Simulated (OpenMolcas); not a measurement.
**SiBr4 (tetrabromosilane) at HF/cc-pVTZ (RICD fitting, fitting threshold 1e-06)**

What is the vertical ionisation energy of SiBr4 (tetrabromosilane) at HF/cc-pVTZ (RICD fitting, fitting threshold 1e-06)? 

The results are computed with OpenMolcas 26.06.

**1. The structure to begin with**

SiBr4: 5 atoms, total charge 0, spin state singlet. As SMILES, `Br[Si](Br)(Br)Br`. Geometry: relaxed at GFN2-xTB.

Bond lengths: Br1–Si2 2.209 Å, Si2–Br3 2.209 Å, Si2–Br4 2.210 Å, Si2–Br5 2.209 Å. Angles: Br1–Si2–Br3 109.4°, Br1–Si2–Br4 109.5°, Br1–Si2–Br5 109.5°, Br3–Si2–Br4 109.5°, Br3–Si2–Br5 109.5°, Br4–Si2–Br5 109.5°.

**2. The energy at HF/cc-pVTZ (RICD fitting, fitting threshold 1e-06)**

File job.input:

```
&GATEWAY
BasLib
$CurrDir
Coord
5
angstrom
Br      -1.206870       0.111140       1.846470
Si       0.000160       0.000140      -0.000410
Br       1.851430      -1.137800       0.398170
Br      -1.163650      -1.015700      -1.580130
Br       0.518930       2.042210      -0.664100
Basis
cc-pVTZ
Group
NoSym
RICD
aCD
CDThreshold
1e-06
&SEWARD
&SCF
PrOrbitals
1 1
```

The basis set cc-pVTZ is read from a file made from the Basis Set Exchange's data (not shown).

On the command line:

```sh
$ export MOLCAS_MEM=1860
$ pymolcas job.input > job.log
```

Log, cut to the lines that bear on the results:

```text
--- Start Module: gateway ---
[...]
--- Stop Module: gateway /rc=_RC_ALL_IS_WELL_ ---
[...]
--- Start Module: seward ---
[...]
      Basis functions          206
--- Stop Module: seward /rc=_RC_ALL_IS_WELL_ ---
[...]
--- Start Module: scf ---
[...]
       Convergence after  11 Iterations
[...]
::    Total SCF energy                             -10578.9948783813
[...]
      Total spin, S                                     0.0000000000
[...]
      Total electronic charge=  154.000000
      Total            charge=   -0.000000
[...]
      Dipole Moment (debye):
      Origin of the operator (angstrom)=   -0.0000   -0.0000    0.0001
                   X=  1.2507E-03               Y=  2.2843E-03               Z= -1.5685E-03           Total=  3.0402E-03
      Quadrupole Moment (debye*angstrom):
[...]
--- Stop Module: scf /rc=_RC_ALL_IS_WELL_ ---
[...]
```

Wall time 58 s (1 thread of Arm Neoverse V1, shared host); peak memory 0.32 GiB.

**3. The doublet cation**

File job.inp:

```
&GATEWAY
BasLib=$CurrDir
Coord
5
angstrom
Br      -1.206870       0.111140       1.846470
Si       0.000160       0.000140      -0.000410
Br       1.851430      -1.137800       0.398170
Br      -1.163650      -1.015700      -1.580130
Br       0.518930       2.042210      -0.664100
Basis=cc-pVTZ
Group=NoSym
RICD
aCD
CDThreshold=1e-06
&SEWARD
&SCF
UHF
Charge=1
Spin=2
PrOrbitals=1 1
```

The basis set cc-pVTZ is read from a file made from the Basis Set Exchange's data (not shown).

On the command line:

```sh
$ export MOLCAS_MEM=1860
$ pymolcas job.inp > job.log
```

Log, cut to the lines that bear on the results:

```text
--- Start Module: gateway ---
[...]
--- Stop Module: gateway /rc=_RC_ALL_IS_WELL_ ---
[...]
--- Start Module: seward ---
[...]
      Basis functions          206
--- Stop Module: seward /rc=_RC_ALL_IS_WELL_ ---
[...]
--- Start Module: scf ---
[...]
       Convergence after  57 Iterations
[...]
::    Total SCF energy                             -10578.6104804993
[...]
      Total spin, S                                     0.5058702756
[...]
      Total electronic charge=  153.000000
      Total            charge=    1.000000
[...]
      Dipole Moment (debye):
      Origin of the operator (angstrom)=   -0.0000   -0.0000    0.0001
                   X=  4.3717E+00               Y= -2.7543E+00               Z=  1.1778E+00           Total=  5.2996E+00
      Center of Charge (angstrom)
[...]
--- Stop Module: scf /rc=_RC_ALL_IS_WELL_ ---
[...]
```

Wall time 6.2 min (1 thread of Arm Neoverse V1, shared host); peak memory 0.34 GiB.

**4. Results**

Level: HF/cc-pVTZ (RICD fitting, fitting threshold 1e-06).

```
                                          quantity            value
                       singlet SiBr4: total energy  -10578.99488 Eh
                      singlet SiBr4: dipole moment           0.00 D
                        singlet SiBr4: HOMO energy        -11.63 eV
                        singlet SiBr4: LUMO energy          1.77 eV
                      singlet SiBr4: HOMO–LUMO gap         13.41 eV
                      doublet cation: total energy  -10578.61048 Eh
doublet cation: HOMO energy (highest over α and β)        -15.81 eV
 doublet cation: LUMO energy (lowest over α and β)         -9.00 eV
                              doublet cation: ⟨S²⟩            0.762
vertical ionisation energy (to the doublet cation)        10.460 eV
```

**Reading.** Removing an electron at fixed nuclei costs 10.46 eV (1009 kJ/mol). −ε(HOMO) before ionisation, 11.63 eV, is 1.17 eV above this ionisation energy. Mulliken charges (doublet cation) run from -0.03 on Br4 to +0.55 on Si2.
